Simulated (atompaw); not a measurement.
# A PAW (atompaw) potential for Pd, from input to tests

Aim: build the potential from the settings below, then test how well it stands in for the atom: scattering, ghost states and the plane-wave cutoff that it needs.

Method: atompaw 4.2.0.5, LDA (PW92), scalar-relativistic.

## 1. The design

Typed settings, in words:

| Quantity | Value |
| --- | --- |
| element | palladium (Pd, Z = 46) |
| type | PAW |
| frozen core | [Kr] |
| valence charge | 10 |
| reference configuration | 4d8 5s0 5p0 (charge +2) |
| partial waves | 5s (bound, empty): rc 2.55 bohr; 5s channel at -0.8 Ry: rc 2.55 bohr; 5p (bound, empty): rc 2.55 bohr; 5p channel at 0.35 Ry: rc 2.55 bohr; 4d (bound): rc 1.20 bohr; 4d channel at 2.85 Ry: rc 1.20 bohr |
| local potential | troulliermartins scheme with l = 3 at 1 Ry, radius 1.85 bohr |
| core correction | smooth core density matched at 1.40 bohr |
| augmentation charge | sinc compensation charge, radius 1.85 bohr; PAW radius 2.55 bohr; waves and projectors: custom polynom2 7 10 vanderbiltortho |

The outer shells as boxes (Hund's rule for the drawing; the calculation is spin-unpolarised):

```
[Kr] core
4d [↑↓][↑↓][↑↓][↑ ][↑ ]
5s [  ]
5p [  ][  ][  ]
```

The nodes and maxima of the atom's own shells, from an earlier all-electron run, set the scale for the radii.

All-electron outer shells of the reference configuration (LDA (PW92), scalar-relativistic, ld1.x):

```tsv
shell	level (eV)	outermost node (bohr)	outermost maximum (bohr)
4p	-76.23	0.46	0.90
4d	-27.58	0.45	1.07
5s	-20.58	1.13	2.27
5p	-14.22	1.26	2.71
4f	-3.87	–	6.03
```

## 2. The generation run

Pd.input reads:

```
Pd 46
LDA-PW scalarrelativistic loggrid 1500 logderivrange -4 5 226
5 5 4 0 0 0
5 0 0
5 1 0
4 2 8
0 0 0
c
c
c
c
v
c
c
c
v
c
v
2
2.55 1.85 1.85 1.40
y
-0.8
n
y
0.35
n
y
2.85
n
custom polynom2 7 10 vanderbiltortho sinc
3 1 troulliermartins
2.55
2.55
2.55
2.55
1.20
1.20
PWSCFOUT
UPFDX 0.0125d0 UPFXMIN -7.d0 UPFZMESH 46.d0
END
```

Command:

```bash
$ atompaw < Pd.input > Pd.log
```

**Question.** What will these runs give? Wanted: cutoffs for 10 and 1 mRy, occupied levels; bound ghosts; largest phase difference near zero energy, channels read; lowest eigenvalue of the overlap; share of valence orbitals outside the PAW sphere; UPF file.

As calculated:

| quantity | value |
| --- | --- |
| cutoffs for 10 and 1 mRy, occupied levels | over 300 Ry and over 300 Ry |
| bound ghosts | s at -151.18 eV, p at -40.01 eV |
| largest phase difference near zero energy, channels read | 0.005 rad |
| lowest eigenvalue of the overlap (Bessel basis) | 0.435 (d) |
| share of valence orbitals outside the PAW sphere | 5s 46 %, 5p 67 %, 4d 4 % |
| UPF file | written |

**Reading.** A bound ghost (s, p) makes it unfit for use: electrons can fall into a state that the atom doesn't have. It counts as very hard, with over 300 Ry needed at the looser tolerance. Near zero energy the phases of the channels with partial waves agree within 0.005 rad. The pseudo curves have a pole with no partner nearby in the atom's: p at -2.94 Ry. All of this concerns the isolated atom, not yet a solid.
